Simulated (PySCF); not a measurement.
# Si2H5ClO (SMILES O[SiH]([SiH3])Cl) at CCSD(T)/cc-pVDZ

What is the energy change on altering one bond length of Si2H5ClO at CCSD(T)/cc-pVDZ? The job is set up through a Python script.

The calculation is run with PySCF 2.14.0.

2 further runs of the same task are left out: 2 set aside as unsound or not needed.

## Step 1: The structure to begin with

The species is Si2H5ClO (9 atoms), meant as a singlet with charge 0. SMILES: `O[SiH]([SiH3])Cl`. Geometry: relaxed at PBE0-D4/def2-TZVP. This is one conformer, not always the lowest.

Bond lengths: O1–Si2 1.639 Å, Si2–Si3 2.335 Å, Si2–Cl4 2.068 Å, O1–H5 0.959 Å, Si2–H6 1.486 Å, Si3–H7 1.487 Å, Si3–H8 1.485 Å, Si3–H9 1.487 Å. Some angles: O1–Si2–Si3 107.4°, O1–Si2–Cl4 110.6°, Si3–Si2–Cl4 108.6°, O1–Si2–H6 111.0°, Si3–Si2–H6 114.5°, Cl4–Si2–H6 104.7°, Si2–O1–H5 118.4°, Si2–Si3–H7 110.4°, Si2–Si3–H8 109.5°, Si2–Si3–H9 108.6°.

## Step 2: The energy at CCSD(T)/cc-pVDZ

input.py reads:

```python
# O[SiH]([SiH3])Cl
from pyscf import gto, scf, cc

mol = gto.Mole()
mol.atom = [
    ('O', (0.516900, 0.942100, -1.606400)),
    ('Si', (-0.265600, 0.799800, -0.173200)),
    ('Si', (0.351900, -1.250200, 0.759300)),
    ('Cl', (-2.313400, 0.805800, -0.459000)),
    ('H', (0.374000, 1.735000, -2.126800)),
    ('H', (-0.002900, 1.975800, 0.697100)),
    ('H', (1.819900, -1.291800, 0.992500)),
    ('H', (-0.039700, -2.350400, -0.158700)),
    ('H', (-0.352700, -1.412300, 2.058200)),
]
mol.spin = 0
mol.max_memory = 1860
mol.basis = 'cc-pvdz'
mol.verbose = 3
mol.build()

calc0 = scf.RHF(mol)
calc0.conv_tol = 1e-10
calc0.kernel()
if not calc0.converged:
    calc0 = calc0.newton().run(calc0.mo_coeff, calc0.mo_occ)

mycc = cc.CCSD(calc0, frozen=16)
mycc.kernel()
e_t = mycc.ccsd_t()
energy = mycc.e_tot + e_t
print('E = %.10f Eh' % energy)
```

Launch:

```sh
$ OMP_NUM_THREADS=1 python input.py
```

Log:

```text
converged SCF energy = -1115.23157861509
E(CCSD) = -1115.803545026863  E_corr = -0.5719664117692711
CCSD(T) correction = -0.0129601336967718
E = -1115.8165051606 Eh
```

Wall time 13 s (1 thread of Intel Xeon 6975P-C (Granite Rapids), shared host); peak memory 0.43 GiB.

## Step 3: The distorted shape at the same level

input.py reads:

```python
from pyscf import gto, cc

mol = gto.M(
    atom='''
O    0.728263   0.990726  -1.996039
Si  -0.054237   0.848426  -0.562839
Si   0.563263  -1.201574   0.369661
Cl  -2.102037   0.854426  -0.848639
H    0.585363   1.783626  -2.516439
H    0.208463   2.024426   0.307461
H    2.031263  -1.243174   0.602861
H    0.171663  -2.301774  -0.548339
H   -0.352700  -1.412300   2.058200
''',
    verbose=3,
    charge=0,
    basis='cc-pvdz',
    max_memory=1860,
)

mf = mol.RHF()
mf.conv_tol = 1e-10
mf.kernel()
if not mf.converged:
    mf = mf.newton().run(mf.mo_coeff, mf.mo_occ)

mycc = cc.CCSD(mf, frozen=16)
mycc.kernel()
e_t = mycc.ccsd_t()
energy = mycc.e_tot + e_t
print(f'total energy: {energy:.8f} hartree')
```

Launch:

```sh
$ OMP_NUM_THREADS=1 python input.py
```

Log:

```text
converged SCF energy = -1115.19196194147
E(CCSD) = -1115.767569361666  E_corr = -0.5756074201991961
CCSD(T) correction = -0.0135881045696772
total energy: -1115.78115747 hartree
```

Wall time 12 s (1 thread of Intel Xeon 6975P-C (Granite Rapids), shared host); peak memory 0.45 GiB.

## Step 4: Outcome

Level: CCSD(T)/cc-pVDZ, 16 core orbitals frozen.

```
                                                          quantity           value
                                         first shape: total energy  -1115.81651 Eh
                 first shape: dipole moment (Hartree–Fock density)          1.57 D
                  first shape: HOMO energy (Hartree–Fock orbitals)       -10.96 eV
                  first shape: LUMO energy (Hartree–Fock orbitals)         3.33 eV
                first shape: HOMO–LUMO gap (Hartree–Fock orbitals)        14.29 eV
         first shape: correlation energy (16 core orbitals frozen)      -584.9 mEh
                                       first shape: (T) correction      -12.96 mEh
                                        first shape: T1 diagnostic           0.012
                                     distorted shape: total energy  -1115.78116 Eh
             distorted shape: dipole moment (Hartree–Fock density)          2.07 D
              distorted shape: HOMO energy (Hartree–Fock orbitals)       -10.94 eV
              distorted shape: LUMO energy (Hartree–Fock orbitals)         2.56 eV
            distorted shape: HOMO–LUMO gap (Hartree–Fock orbitals)        13.50 eV
     distorted shape: correlation energy (16 core orbitals frozen)      -589.2 mEh
                                   distorted shape: (T) correction      -13.59 mEh
                                    distorted shape: T1 diagnostic           0.013
energy change with the Si3–H9 bond stretched from 1.487 to 1.933 Å        0.962 eV
```

What this shows: With the Si3–H9 bond stretched from 1.487 to 1.933 Å the energy rises by 0.96 eV (22.2 kcal/mol). The first shape isn't relaxed at this level, so the change isn't measured from a minimum. Mulliken charges (first shape) of the mean-field density run from -0.49 on O1 to +0.74 on Si2; they depend strongly on the basis. The triples (first shape) make up 2.2 % of the correlation energy. Mulliken charges (distorted shape) of the mean-field density run from -0.49 on O1 to +0.75 on Si2; they depend strongly on the basis. The triples (distorted shape) make up 2.3 % of the correlation energy.
